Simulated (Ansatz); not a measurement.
# Fe4Si: the cost of one run

Method: DFT PBE, scalar-relativistic, plane waves, PAW, in Ansatz 0.2.0.

### 1 The starting structure

It takes space group P-6m2 (No. 187, hexagonal). The conventional cell has a = 3.349 Å, b = 3.349 Å, c = 6.881 Å, α = 90.00°, β = 90.00°, γ = 120.00°. Fe (site symmetry -6m2) is surrounded by 3 Si at 1.93 Å. Fe (site symmetry 3m) has 4 Fe at 2.35 to 2.68 Å as nearest neighbours. Around Fe (site symmetry -6m2) lie 6 Fe at 2.35 Å. Si (site symmetry -6m2) has 3 Fe at 1.93 Å as nearest neighbours.

As a file:

```
Fe Si
1.0
     3.34858    0.00000    0.00000
    -1.67429    2.89995    0.00000
     0.00000    0.00000    6.88127
Fe Si
4 1
Direct
  0.33333 0.66667 0.50000
  0.66667 0.33333 0.80520
  0.66667 0.33333 0.19480
  0.33333 0.66667 0.00000
  0.00000 0.00000 0.50000
```

A structure generator made this guess: random cell by space group and Wyckoff sites (P-6m2, No. 187). Its size is a rough estimate.

### 2 A first look at the guess

input.yaml reads:

```yaml
crystal:
  lattice:
    - [3.34857546, 0.0, 0.0]
    - [-1.67428773, 2.89995141, 0.0]
    - [0.0, 0.0, 6.88126921]
  atoms:
    - { symbol: Fe, position: [0.33333333, 0.66666667, 0.5], spin: 4.0 }
    - { symbol: Fe, position: [0.66666667, 0.33333333, 0.80519965], spin: 4.0 }
    - { symbol: Fe, position: [0.66666667, 0.33333333, 0.19480035], spin: 4.0 }
    - { symbol: Fe, position: [0.33333333, 0.66666667, 0.0], spin: 4.0 }
    - { symbol: Si, position: [0.0, 0.0, 0.5] }
basis:
  ecutwfc: 420
kpoints:
  mp_grid: { grid: [6, 6, 4] }
hamiltonian:
  xc: pbe
scf:
  occupations: { method: gaussian, width: 0.1 }
  lower_state_search: "off"
output:
  forces: true
  stress: true
  eigenvalues: true
  populations: true
magnetization:
  spin_polarized: true
```

On the command line:

```bash
$ ansatz run input.yaml --threads 1 --pin off --max-ram 2560MiB --backend cpu --events-out ev --progress --plain --runs-dir out
```

Q: Estimate wall time and peak memory on 1 thread of Intel Xeon Platinum 8259CL at 2.50GHz (Skylake/Cascade Lake), shared host.

About 19 s, with a peak of 0.43 GiB.
